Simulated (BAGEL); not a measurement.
# SiN2H5OF (SMILES N[Si](N)(O)F): HF/3-21G (density fitting with cc-pvqz-jkfit)

Aim: the energy change on altering one bond length of SiN2H5OF at HF/3-21G (density fitting with cc-pvqz-jkfit), from 2 runs. 

The results are computed with BAGEL 1.2.2.

## Step 1: The molecule

SiN2H5OF: 10 atoms, total charge 0, spin state singlet. As SMILES, `N[Si](N)(O)F`. Geometry: relaxed at PBE0-D4/def2-TZVP. This is one conformer, not always the lowest.

Bond lengths: N1–Si2 1.685 Å, Si2–N3 1.695 Å, Si2–O4 1.637 Å, Si2–F5 1.605 Å, N1–H6 1.004 Å, N1–H7 1.005 Å, N3–H8 1.005 Å, N3–H9 1.005 Å, O4–H10 0.958 Å. Some angles: N1–Si2–N3 109.0°, N1–Si2–O4 103.8°, N1–Si2–F5 116.8°, N3–Si2–O4 119.6°, N3–Si2–F5 102.6°, O4–Si2–F5 105.7°, Si2–N1–H6 122.0°, Si2–N1–H7 121.9°, Si2–N3–H8 121.3°, Si2–N3–H9 121.7°.

## Step 2: The energy at HF/3-21G (density fitting with cc-pvqz-jkfit)

The input, input.json:

```json
{ "bagel" : [

{
  "title" : "molecule",
  "basis" : "3-21g",
  "df_basis" : "cc-pvqz-jkfit",
  "angstrom" : true,
  "geometry" : [
    { "atom" : "N", "xyz" : [      -0.415800,       1.495400,      -0.024800 ] },
    { "atom" : "Si", "xyz" : [       0.063400,      -0.096400,      -0.298300 ] },
    { "atom" : "N", "xyz" : [      -0.488700,      -1.065100,       0.977800 ] },
    { "atom" : "O", "xyz" : [       1.671000,       0.022600,      -0.585100 ] },
    { "atom" : "F", "xyz" : [      -0.553900,      -0.827100,      -1.586600 ] },
    { "atom" : "H", "xyz" : [      -1.328300,       1.723100,       0.327300 ] },
    { "atom" : "H", "xyz" : [       0.046600,       2.272000,      -0.464100 ] },
    { "atom" : "H", "xyz" : [      -0.741200,      -2.027100,       0.831100 ] },
    { "atom" : "H", "xyz" : [      -0.238900,      -0.873700,       1.932500 ] },
    { "atom" : "H", "xyz" : [       2.068800,      -0.674900,      -1.106900 ] }
  ]
},

{ "title" : "hf" },

{ "title" : "print", "file" : "orbitals.molden", "orbitals" : true }

]}
```

Started as:

```console
$ BAGEL_NUM_THREADS=1 BAGEL input.json > input.out
```

Log:

```text
* using 1 threads per process

  ===============================================================
  ===============================================================

  *** Geometry ***

  { "atom" : "N", "xyz" : [     -0.785748,      2.825896,     -0.046865 ] },
  { "atom" : "Si", "xyz" : [      0.119809,     -0.182170,     -0.563705 ] },
  { "atom" : "N", "xyz" : [     -0.923509,     -2.012747,      1.847774 ] },
  { "atom" : "O", "xyz" : [      3.157732,      0.042708,     -1.105679 ] },
  { "atom" : "F", "xyz" : [     -1.046719,     -1.562992,     -2.998239 ] },
  { "atom" : "H", "xyz" : [     -2.510123,      3.256187,      0.618507 ] },
  { "atom" : "H", "xyz" : [      0.088061,      4.293458,     -0.877022 ] },
  { "atom" : "H", "xyz" : [     -1.400665,     -3.830664,      1.570551 ] },
  { "atom" : "H", "xyz" : [     -0.451456,     -1.651054,      3.651896 ] },
  { "atom" : "H", "xyz" : [      3.909465,     -1.275376,     -2.091738 ] },

  Number of auxiliary basis functions:      827

  Since a DF basis is specified, we compute 2- and 3-index integrals:
    o Being stored without compression. Storage requirement is 0.023 GB

  Number of basis functions:       59
  Number of electrons      :       50

    * METHOD: MOLECULE                             0.87

  *** RHF ***

  === Nuclear Repulsion ===
   266.0847175241

      * DIIS with orbital gradients will be used.

  === RHF iteration (3-21g) ===
      0       -571.90942902          0.03142654           0.13
      1       -572.09957316          0.01495629           0.12
      2       -572.15114420          0.00102668           0.12
      3       -572.15161177          0.00032682           0.12
      4       -572.15164303          0.00006970           0.13
      5       -572.15164643          0.00001256           0.15
      6       -572.15164657          0.00000386           0.12
      7       -572.15164657          0.00000152           0.12
      8       -572.15164658          0.00000029           0.13
      9       -572.15164658          0.00000012           0.13
     10       -572.15164658          0.00000003           0.13
     11       -572.15164658          0.00000001           0.12
    * SCF iteration converged.

    * Permanent dipole moment:
           (   -0.003766,     0.281886,    -0.418336) a.u.

    * METHOD: HF                                   1.77

    * METHOD: PRINT                                0.02

  ===============================================================
```

It took 3.3 s on 1 thread of AMD EPYC 7R43 (Zen 3), shared host; peak memory 0.13 GiB.

## Step 3: The distorted shape

The input, input.json:

```json
{ "bagel": [

{
  "title": "molecule",
  "basis": "3-21g",
  "df_basis": "cc-pvqz-jkfit",
  "angstrom": "true",
  "geometry": [
    { "atom": "N", "xyz": [   -0.893180,    2.332434,    0.601386 ] },
    { "atom": "Si", "xyz": [   -0.413980,    0.740634,    0.327886 ] },
    { "atom": "N", "xyz": [   -0.966080,   -0.228066,    1.603986 ] },
    { "atom": "O", "xyz": [    1.193620,    0.859634,    0.041086 ] },
    { "atom": "F", "xyz": [   -1.031280,    0.009934,   -0.960414 ] },
    { "atom": "H", "xyz": [   -1.805680,    2.560134,    0.953486 ] },
    { "atom": "H", "xyz": [   -0.430780,    3.109034,    0.162086 ] },
    { "atom": "H", "xyz": [   -1.218580,   -1.190066,    1.457286 ] },
    { "atom": "H", "xyz": [   -0.716280,   -0.036666,    2.558686 ] },
    { "atom": "H", "xyz": [    2.068800,   -0.674900,   -1.106900 ] }
  ]
},
{
  "title": "hf",
  "charge": 0
},
{
  "title": "print",
  "file": "orbitals.molden",
  "orbitals": "true"
}

]}
```

Started as:

```console
$ BAGEL_NUM_THREADS=1 BAGEL input.json > input.out
```

Log:

```text
* using 1 threads per process

  ===============================================================
  ===============================================================

  *** Geometry ***

  { "atom" : "N", "xyz" : [     -1.687866,      4.407661,      1.136455 ] },
  { "atom" : "Si", "xyz" : [     -0.782309,      1.399595,      0.619615 ] },
  { "atom" : "N", "xyz" : [     -1.825627,     -0.430982,      3.031094 ] },
  { "atom" : "O", "xyz" : [      2.255615,      1.624473,      0.077641 ] },
  { "atom" : "F", "xyz" : [     -1.948837,      0.018773,     -1.814919 ] },
  { "atom" : "H", "xyz" : [     -3.412241,      4.837952,      1.801827 ] },
  { "atom" : "H", "xyz" : [     -0.814056,      5.875223,      0.306298 ] },
  { "atom" : "H", "xyz" : [     -2.302782,     -2.248899,      2.753871 ] },
  { "atom" : "H", "xyz" : [     -1.353573,     -0.069289,      4.835216 ] },
  { "atom" : "H", "xyz" : [      3.909465,     -1.275376,     -2.091738 ] },

  Number of auxiliary basis functions:      827

  Since a DF basis is specified, we compute 2- and 3-index integrals:
    o Being stored without compression. Storage requirement is 0.023 GB

  Number of basis functions:       59
  Number of electrons      :       50

    * METHOD: MOLECULE                             0.83

  *** RHF ***

  === Nuclear Repulsion ===
   261.8324616355

      * DIIS with orbital gradients will be used.

  === RHF iteration (3-21g) ===
      0       -571.50177628          0.03524203           0.13
      1       -571.54744338          0.03479745           0.12
      2       -571.89073277          0.00703748           0.12
      3       -571.90684822          0.00177063           0.12
      4       -571.90847957          0.00053627           0.12
      5       -571.90871803          0.00013338           0.15
      6       -571.90873472          0.00005026           0.12
      7       -571.90873671          0.00003093           0.12
      8       -571.90873805          0.00001906           0.12
      9       -571.90873860          0.00001091           0.11
     10       -571.90873883          0.00000438           0.11
     11       -571.90873886          0.00000207           0.12
     12       -571.90873886          0.00000137           0.12
     13       -571.90873887          0.00000097           0.13
     14       -571.90873887          0.00000068           0.12
     15       -571.90873887          0.00000039           0.13
     16       -571.90873887          0.00000020           0.14
     17       -571.90873887          0.00000008           0.12
     18       -571.90873887          0.00000004           0.12
     19       -571.90873887          0.00000003           0.12
     20       -571.90873887          0.00000002           0.11
     21       -571.90873887          0.00000001           0.12
    * SCF iteration converged.

    * Permanent dipole moment:
           (   -0.083581,     0.275031,    -0.365184) a.u.

    * METHOD: HF                                   2.97

    * METHOD: PRINT                                0.02

  ===============================================================
```

Run time: 4.5 s. Hardware: 1 thread of AMD EPYC 7R43 (Zen 3), shared host; peak memory 0.13 GiB.

## Step 4: Outcome

At HF/3-21G (density fitting with cc-pvqz-jkfit):

| quantity | value |
| --- | --- |
| first shape: total energy | -572.15165 Eh |
| first shape: dipole moment | 1.28 D |
| first shape: HOMO energy | -11.08 eV |
| first shape: LUMO energy | 6.21 eV |
| first shape: HOMO–LUMO gap | 17.29 eV |
| distorted shape: total energy | -571.90874 Eh |
| distorted shape: dipole moment | 1.18 D |
| distorted shape: HOMO energy | -10.76 eV |
| distorted shape: LUMO energy | -1.10 eV |
| distorted shape: HOMO–LUMO gap | 9.66 eV |
| energy change with the O4–H10 bond stretched from 0.958 to 2.107 Å | 6.610 eV |

In words: One bond (distorted shape) is far stretched, which a spin-restricted single reference describes badly; a broken-symmetry solution may lie lower. With the O4–H10 bond stretched from 0.958 to 2.107 Å the energy rises by 6.61 eV (638 kJ/mol). The first shape isn't relaxed at this level, so the change isn't measured from a minimum. A restricted reference can't describe the breaking bond well at this length.
